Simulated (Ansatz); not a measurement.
# SiTe2: the cost of one run

All numbers are computed with Ansatz 0.2.0, driven from Python. Level of theory: DFT LDA, plane waves, PAW.

## (1) The system

SiTe2 P-3m1: The structure is trigonal, space group P-3m1 (No. 164). Conventional cell: a = 4.000 Å, b = 4.000 Å, c = 6.400 Å, α = 90.00°, β = 90.00°, γ = 120.00°. Si (site symmetry -3m) has 6 Te at 2.81 Å as nearest neighbours. Te (site symmetry 3m) has 3 Si at 2.81 Å as nearest neighbours.

SiTe2 Fm-3m: The structure is cubic, space group Fm-3m (No. 225). Conventional cell: a = 6.750 Å, b = 6.750 Å, c = 6.750 Å, α = 90.00°, β = 90.00°, γ = 90.00°. Si (site symmetry m-3m) has 8 Te at 2.92 Å as nearest neighbours. Te (site symmetry -43m) is surrounded by 4 Si at 2.92 Å.

No structure file is read: the coordinates are typed or built in the script.

## (2) The script

Contents of run_transition.py:

```python
"""Pressure at which two phases of SiTe2 cross."""

import warnings

import ansatz as az
import numpy as np
import pandas as pd

XC = "lda"
K_SPACING = 0.44
SMEARING = "fermi_dirac"
WIDTH_EV = 0.02


def cdi2(first, second, a):
    return (
        az.Lattice.from_parameters(a, a, 1.6 * a, alpha=90, beta=90, gamma=120)
        .space_group(164)
        .atom(first, [0, 0, 0])
        .atom(second, [1 / 3, 2 / 3, 0.25])
    )


def fluorite(first, second, a):
    return (
        az.Lattice.fcc(a)
        .space_group(225)
        .atom(first, [0, 0, 0])
        .atom(second, [0.25, 0.25, 0.25])
        .primitive()
    )


def compute(name, crystal, pressure=0.0):
    calc = (
        crystal.calculation()
        .basis(16 * az.Ha)
        .functional(XC)
        .kpoints(spacing=K_SPACING)
        .occupations(SMEARING, width=WIDTH_EV)
    )
    calc = calc.relax(force_tolerance=0.03, max_steps=60, cell=True, pressure=pressure)
    return calc.run(threads=1)


def volume_per_atom(outcome):
    return abs(np.linalg.det(outcome.lattice.cell_ang)) / len(outcome.lattice.sites)


def main() -> None:
    warnings.simplefilter("ignore", az.DeckWarning)

    phases = {}
    phases["CdI2"] = cdi2("Si", "Te", 4.0)
    phases["fluorite"] = fluorite("Si", "Te", 6.75)

    # H = E + PV, with 1 eV per cubic angstrom equal to 160.2 GPa
    pressures = [0, 15, 30, 45]
    enthalpy, volume = {name: [] for name in phases}, {name: [] for name in phases}
    for p in pressures:
        for name, crystal in phases.items():
            o = compute(name, crystal, pressure=p)
            volume[name].append(volume_per_atom(o))
            enthalpy[name].append(o.report["energy_sigma0_ev"] / len(o.lattice.sites) + p * volume[name][-1] / 160.21766)
    gap = np.array(enthalpy["fluorite"]) - np.array(enthalpy["CdI2"])
    rows = [(p, va, vb, 1000 * d) for p, va, vb, d in zip(pressures, volume["CdI2"], volume["fluorite"], gap)]
    print(pd.DataFrame(rows, columns=["P (GPa)", "V CdI2 (A^3/atom)", "V fluorite (A^3/atom)", "H(fluorite) - H(CdI2) (meV/atom)"]).round(4).to_string(index=False))
    crossings = [p0 - g0 * (p1 - p0) / (g1 - g0) for p0, p1, g0, g1 in zip(pressures, pressures[1:], gap, gap[1:]) if g0 * g1 < 0]
    print("crossing near", [round(float(p), 1) for p in crossings], "GPa") if crossings else print("no crossing in this range")


if __name__ == "__main__":
    main()
```

## (3) The run

Run with:

```bash
$ python run_transition.py
```

Q: Estimate wall time and peak memory on 1 thread of Arm Neoverse V2, shared host.

About 64 s, with a peak of 0.45 GiB.
